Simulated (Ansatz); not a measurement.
# CH5FGe (SMILES F[CH2][GeH3]): single points off equilibrium

An exercise on one series of results from a longer session: the logs are not shown, and one member is left open.

Method: single points in def2-TZVPP; program: Ansatz 0.2.0, Gaussian basis.

Cores are frozen in the correlated methods. Filled d shells of the heavier atoms are correlated.

## Where the work starts

SMILES `F[CH2][GeH3]`, 8 atoms, charge 0, spin multiplicity 1.

Atoms are counted from 1 here; the program's logs count them from 0.

Bond lengths: F1–C2 1.189 Å, C2–Ge3 2.110 Å, C2–H4 1.232 Å, C2–H5 1.281 Å, Ge3–H6 1.604 Å, Ge3–H7 1.458 Å, Ge3–H8 1.692 Å. Angles: F1–C2–Ge3 112.2°, F1–C2–H4 118.7°, F1–C2–H5 106.2°, Ge3–C2–H4 103.9°, Ge3–C2–H5 105.3°, H4–C2–H5 109.8°, C2–Ge3–H6 107.2°, C2–Ge3–H7 126.1°, C2–Ge3–H8 100.9°, H6–Ge3–H7 96.9°, H6–Ge3–H8 97.3°, H7–Ge3–H8 123.3°.

Geometry (Å):

| atom | x (Å) | y (Å) | z (Å) |
| --- | --- | --- | --- |
| F1 | -1.0565 | 1.4089 | -0.6714 |
| C2 | -0.6243 | 0.3192 | -0.8717 |
| Ge3 | 0.5867 | -0.3629 | 0.7164 |
| H4 | 0.0684 | 0.1330 | -1.8733 |
| H5 | -1.6336 | -0.4687 | -0.8899 |
| H6 | -0.2967 | -0.2895 | 2.0528 |
| H7 | 1.0733 | -1.7251 | 0.9024 |
| H8 | 1.5323 | 1.0093 | 1.0098 |

The first run:

Contents of run/in.yaml:

```yaml
crystal:
  periodic: [false, false, false]
  atoms:
    - {symbol: F, position_ang: [-1.056500, 1.408900, -0.671400]}
    - {symbol: C, position_ang: [-0.624300, 0.319200, -0.871700]}
    - {symbol: Ge, position_ang: [0.586700, -0.362900, 0.716400]}
    - {symbol: H, position_ang: [0.068400, 0.133000, -1.873300]}
    - {symbol: H, position_ang: [-1.633600, -0.468700, -0.889900]}
    - {symbol: H, position_ang: [-0.296700, -0.289500, 2.052800]}
    - {symbol: H, position_ang: [1.073300, -1.725100, 0.902400]}
    - {symbol: H, position_ang: [1.532300, 1.009300, 1.009800]}
basis:
  gaussian: {orbitals: def2-TZVPP}
correlation: {method: ccsd_t}
output: {forces: true}
```

The command line of these runs was not kept.

Steps of the session up to this table: CCSD(T)/def2-TZVPP; PBE0-D4/def2-TZVPP; wB97M-V/def2-TZVPP; r2SCAN-D4/def2-TZVPP; PBE-D4/def2-TZVPP; SPW92/def2-TZVPP; B97M-V/def2-TZVPP.

One table of the session follows, with a row left open; its other results are not shown here.

```
   method  RMS force component (eV/Å)  angle to CCSD(T) forces (°)  dipole (D)
  CCSD(T)                       3.855                    reference        1.44
  PBE0-D4                       3.664                          1.5        1.41
  wB97M-V                       3.801                          0.8        1.44
r2SCAN-D4                       3.666                          0.9        1.36
   PBE-D4                       3.683                          2.2        1.31
    SPW92                       3.454                          1.9        1.29
   B97M-V                           ?                            ?           ?
```

**Question.** Estimate the row for B97M-V.

**Answer.** RMS force component (eV/Å): 3.601; angle to CCSD(T) forces (°): 1.6; dipole (D): 1.46. In the column «RMS force component (eV/Å)» it lies between SPW92 (3.454) and PBE0-D4 (3.664).
